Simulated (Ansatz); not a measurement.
# SnH₄: how energies converge with the basis set

Aim: see how fast density functionals converge with the basis set for SnH₄.

Program: Ansatz 0.2.0, Gaussian basis. Level of theory: one geometry, several basis sets. These are calculated values, not measurements.

Plan: PBE0-D4/def2-SVP; ωB97M-V/def2-SVP; PBE0-D4/def2-QZVPP; ωB97M-V/def2-QZVPP; the functionals' def2-TZVPP values are taken from earlier runs.

## (1) The relaxed structure

All runs share one geometry, relaxed beforehand with PBE0-D4 in a triple-zeta def2 set. Sn takes the def2 core potential; no spin-orbit term is included.

5 atoms, charge 0, spin multiplicity 1.

Atoms are counted from 1 here; the program's logs count them from 0.

Bond lengths: Sn1–H2 1.704 Å, Sn1–H3 1.704 Å, Sn1–H4 1.704 Å, Sn1–H5 1.704 Å. Angles: H2–Sn1–H3 109.5°, H2–Sn1–H4 109.5°, H2–Sn1–H5 109.5°, H3–Sn1–H4 109.5°, H3–Sn1–H5 109.5°, H4–Sn1–H5 109.5°.

Coordinates:

```
Sn    0.00995   -0.01471   -0.00829
H     0.83369   -0.86823    1.21478
H    -1.55359    0.38885    0.53526
H    -0.10683   -0.98936   -1.40091
H     0.86657    1.40984   -0.38224
```

## (2) PBE0-D4 in def2-SVP

Input file in.yaml:

```yaml
crystal:
  periodic: [false, false, false]
  atoms:
    - {symbol: Sn, position_ang: [0.009952, -0.014706, -0.008292]}
    - {symbol: H, position_ang: [0.833695, -0.868228, 1.214780]}
    - {symbol: H, position_ang: [-1.553587, 0.388852, 0.535262]}
    - {symbol: H, position_ang: [-0.106833, -0.989356, -1.400909]}
    - {symbol: H, position_ang: [0.866574, 1.409838, -0.382240]}
basis:
  gaussian: {orbitals: def2-SVP}
hamiltonian: {xc: pbe0, dispersion: d4}
output: {orbitals: {seedname: orbitals}}
```

The run is started by

```bash
$ ansatz run in.yaml --threads 2 --pin off --events-out ev --progress --plain --max-ram 20480MiB --backend cpu
```

Further steps of the session: ωB97M-V in def2-SVP; PBE0-D4 in def2-QZVPP; ωB97M-V in def2-QZVPP.

Before running them: what should the planned runs give, taken together? Wanted: PBE0-D4: double and triple zeta above quadruple; ωB97M-V: double and triple zeta above quadruple.

The runs gave:

| quantity | value |
| --- | --- |
| PBE0-D4: double and triple zeta above quadruple | 0.38, 0.06 eV |
| ωB97M-V: double and triple zeta above quadruple | 0.47, 0.07 eV |

In words: For PBE0-D4 the step from double to triple zeta gains 0.32 eV and the next only 0.06 eV. Total energies overstate the basis error of differences, where much of it tends to cancel. The LUMO of ωB97M-V is positive and keeps falling with the basis (2.71 to 1.57 eV): an unbound level that the basis holds in place.
